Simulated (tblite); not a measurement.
# C5H10B2S2Si: the cost of one run

The runs use tblite 0.8.0 and PySCF 2.14.0, with density-fitted response routines of our own; the level of theory stands in each step. All values are computed, except where a source is named. Atoms count from 0, in the outputs and in this text.

## 1. The starting structure

20 atoms, charge 0, multiplicity 1; geometry from: force field or distance geometry start.

Bonds of the start (Å): B0–B1 1.67, B1–S2 1.88, S2–Si3 2.16, Si3–C4 1.90, C4–C5 1.50, C5–C6 1.36, C6–C7 1.34, C7–C8 1.36, C8–S9 1.78, S9–C5 1.67, B0–H10 1.17, B0–H11 1.17, B1–H12 1.22, Si3–H13 1.47, Si3–H14 1.48, C4–H15 1.10, C4–H16 1.10, C6–H17 1.11, C7–H18 1.12, C8–H19 1.07.

## 2. Geometry optimisation with GFN2-xTB

Job settings and geometry (Å):

```
{"job": {"kind": "relax", "xc": "GFN2-xTB", "basis": "xTB"}, "charge": 0, "multiplicity": 1}
B      4.346200     0.680200    -0.803300
B      3.747400    -0.820200    -1.238500
S      1.921900    -0.863100    -1.703400
Si     0.900300     0.142500    -0.094200
C     -0.372400    -1.100600     0.564600
C     -1.696400    -0.522600     0.172200
C     -2.442800     0.334100     0.924600
C     -3.606000     0.747700     0.411200
C     -3.946000     0.278400    -0.819400
S     -2.566500    -0.768600    -1.233300
H      5.468400     0.737700    -0.492800
H      3.810500     1.637600    -1.210400
H      4.061600    -1.727000    -0.492100
H      1.815600     0.561600     0.973600
H      0.205200     1.343500    -0.608500
H     -0.219500    -1.152700     1.653000
H     -0.235900    -2.084100     0.087700
H     -2.088000     0.653900     1.929100
H     -4.289100     1.444100     0.962500
H     -4.819800     0.488400    -1.395100
```

Command:

```
OMP_NUM_THREADS=1 python probes_run.py task.json out
```

This one command runs all jobs of the session in turn.

Q: Estimate the wall time and peak memory of this first job on 1 thread of Intel Xeon at 2.50GHz, shared host.

About 7.8 s, with a peak of 0.18 GiB.
